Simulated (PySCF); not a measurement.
# CHBrClF (fluorochlorobromomethane): the cost of one run

The runs use PySCF 2.14.0, with density-fitted response routines of our own; the level of theory stands in each step. All values are computed, except where a source is named. Atoms are numbered from 0 throughout.

## (1) Starting geometry

5 atoms, charge 0, multiplicity 1; geometry from: GFN2-xTB. The atoms were then displaced at random by about 0.01 Å, so the start is not that level's minimum.

Bonds of the start (Å): F0–C1 1.31, C1–Cl2 1.79, C1–Br3 1.98, C1–H4 1.09.

## (2) Optimising the geometry at PBE0-D3(BJ)/def2-SVP

The job: settings as JSON, then the geometry in Å.

```
{"job": {"xc": "PBE0", "basis": "def2-SVP", "d3": "d3bj", "grid": 1, "shake": 0.01, "kind": "geom"}, "charge": 0, "multiplicity": 1}
F     -0.152070     1.119400    -0.767990
C     -0.066110     0.108600     0.066380
Cl    -1.328310    -1.097850    -0.308650
Br     1.763720    -0.627800    -0.113530
H     -0.183660     0.463680     1.085900
```

Command:

```
> OMP_NUM_THREADS=1 python probes_run.py task.json out
```

One launch serves the whole session: the jobs run in the order shown.

**Question.** How long does this first job take on 1 thread of INTEL XEON PLATINUM 8581C at 2.10GHz, shared host, and how much memory does it need?

About 15 s, with a peak of 0.36 GiB.
